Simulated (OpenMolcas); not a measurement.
# Ni⁴⁺ among point charges: CASSCF and CASPT2 levels and susceptibility

How does a field of 4 point charges split the states of Ni⁴⁺, and what χT follows?

The numbers are computed with OpenMolcas 26.06 (state-averaged CASSCF and CASPT2, spin-orbit coupling by RASSI with atomic mean-field integrals), except any that are marked as measured or tabulated.

### 1 The system

```
Species                           : Ni⁴⁺ (nickel, Z = 28, 24 electrons)
Basis                             : ANO-RCC-VDZP [5s4p2d1f], 34 functions
Scalar Hamiltonian                : DKH2, point nucleus
Inactive shells                   : 1s 2s 2p 3s 3p
Active space                      : 6 electrons in 5 orbitals (3d)
Some configurations of this space : 3d⁶
Orbitals                          : optimised for each spin and parity, averaged over all roots
```

Outer shells as boxes (Hund's rule):

3d6
```
3d [↑↓][↑ ][↑ ][↑ ][↑ ]
```

The ion sits among 4 point charges of -1.95 e arranged as a tetrahedron (Td), 1.82 Å from the ion.

The work runs as a chain of OpenMolcas steps in one folder; each step below is one input file. Labels, J, g values, rates, χT and fits are worked out afterwards by a script from the matrices that RASSI stores.

### 2 Basis and integrals

Contents of a.inp:

```
&GATEWAY
Coord
1

Ni 0.0 0.0 0.0
Basis=ANO-RCC-VDZP
Group=NoSym
NoMove
AngMom=0.0 0.0 0.0
AMFI
XField
4 Angstrom 0
1.050777 1.050777 1.050777 -1.950000
1.050777 -1.050777 -1.050777 -1.950000
-1.050777 1.050777 -1.050777 -1.950000
-1.050777 -1.050777 1.050777 -1.950000
&SEWARD
```

The run is started by

```console
$ OMP_NUM_THREADS=1 MOLCAS_MEM=1689 MOLCAS_PROJECT=a pymolcas a.inp > a.log
```

### 3 Reference wave functions, quintets, 5 roots

Contents of a.inp:

```
&RASSCF
FileOrb=start.orb
Symmetry=1
Spin=5
nActEl=6 0 0
Inactive=9
Ras2=5
CIRoot=5 5 1
SDav=5
CIMx=300
Iter=120 100
PrWF=0.3
OrbListing=Nothing
MaxOrb=0
>>> COPY $Project.JobIph JOB001
```

start.orb holds the contracted functions of the basis, ordered by shell, or the orbitals of the step before.

### 4 Reference wave functions, triplets, 45 roots

Contents of a.inp:

```
&RASSCF
FileOrb=start.orb
Symmetry=1
Spin=3
nActEl=6 0 0
Inactive=9
Ras2=5
CIRoot=45 45 1
SDav=45
CIMx=300
Iter=120 100
PrWF=0.3
OrbListing=Nothing
MaxOrb=0
>>> COPY $Project.JobIph JOB002
```

### 5 Reference wave functions, singlets, 50 roots

Contents of a.inp:

```
&RASSCF
FileOrb=start.orb
Symmetry=1
Spin=1
nActEl=6 0 0
Inactive=9
Ras2=5
CIRoot=50 50 1
SDav=50
CIMx=300
Iter=120 100
PrWF=0.3
OrbListing=Nothing
MaxOrb=0
>>> COPY $Project.JobIph JOB003
```

### 6 State interaction with spin-orbit coupling

Contents of a.inp:

```
&RASSI
NrOfJobIphs=3 5 45 50
1 2 3 4 5
1 2 3 4 5 6 7 8 9 10 11 12 13 14 15 16 17 18 19 20 21 22 23 24 25 26 27
28 29 30 31 32 33 34 35 36 37 38 39 40 41 42 43 44 45
1 2 3 4 5 6 7 8 9 10 11 12 13 14 15 16 17 18 19 20 21 22 23 24 25 26 27
28 29 30 31 32 33 34 35 36 37 38 39 40 41 42 43 44 45 46 47 48 49 50
IphNames
JOB001
JOB002
JOB003
EJob
SpinOrbit
DIPRint=1.0
SOCoupling=1000.0
Subsets=2
Property=9
'ANGMOM' 1 'ANGMOM' 2 'ANGMOM' 3 'MLTPL  1' 1 'MLTPL  1' 2 'MLTPL  1' 3
'AMFI' 1 'AMFI' 2 'AMFI' 3
SOProperty=3
'ANGMOM' 1 'ANGMOM' 2 'ANGMOM' 3
```

### 7 CASPT2: IPEA 0.25, imaginary shift 0.1 (closed shells correlated: 3s 3p)

Contents of a.inp:

```
>>> COPY JOB001 $Project.JobIph
&CASPT2
Multistate=5 1 2 3 4 5
NoMult
Frozen=5
IPEA=0.25
Imaginary=0.1
MaxIter=60
WThr=0.0 0.3 0.05
PrWF=0.5
NoMix
>>> COPY JOB002 $Project.JobIph
&CASPT2
Multistate=45 1 2 3 4 5 6 7 8 9 10 11 12 13 14 15 16 17 18 19 20 21 22
23 24 25 26 27 28 29 30 31 32 33 34 35 36 37 38 39 40 41 42 43 44 45
NoMult
Frozen=5
IPEA=0.25
Imaginary=0.1
MaxIter=60
WThr=0.0 0.3 0.05
PrWF=0.5
NoMix
>>> COPY JOB003 $Project.JobIph
&CASPT2
Multistate=50 1 2 3 4 5 6 7 8 9 10 11 12 13 14 15 16 17 18 19 20 21 22
23 24 25 26 27 28 29 30 31 32 33 34 35 36 37 38 39 40 41 42 43 44 45 46
47 48 49 50
NoMult
Frozen=5
IPEA=0.25
Imaginary=0.1
MaxIter=60
WThr=0.0 0.3 0.05
PrWF=0.5
NoMix
```

(Steps that only read results are left out.)

Before running it: what results should come out? Wanted: spin-free ground state; first state of the same spin within the active space; lowest level; next level.

As calculated:

| quantity | value |
| --- | --- |
| method | SS-CASPT2, IPEA 0.25, imaginary shift 0.1 (closed shells correlated: 3s 3p) |
| spin-free ground state | 5E, 2-fold in its orbital part |
| first state of the same spin within the active space | 5T2 at 1560 cm⁻¹ |
| lowest level | 1-fold A1 |
| next level | 65.6 cm⁻¹ |
| χT at 300 K | 4.72 cm³ K/mol |
| effective moment at 300 K | 6.14 μB |

Cost by method:

| method | time of its own steps | time with the reference |
| --- | --- | --- |
| A. CASSCF | 24 s | 24 s |
| B. SS-CASPT2, IPEA 0.25, imaginary shift 0.1, +3s 3p | 8.3 s | 33 s |

Times are of one thread on a shared host.

In words: The spin-free ground state (5E) comes to 100 % from free-ion D terms and keeps the highest spin of the shell. χT at 300 K is 4.72, against 3.01 cm³ K/mol for the spin alone, so orbital moment adds to it. An active space of the d shell alone favours high spin; real ions in strong fields can be low spin. CASPT2 does not keep the components of a term degenerate, and the means are used. An orbital doublet at a regular site is open to a Jahn-Teller distortion, which this geometry leaves out. The field of point charges can differ much from that of real complexes. This is an electrostatic model: the charges have no orbitals.
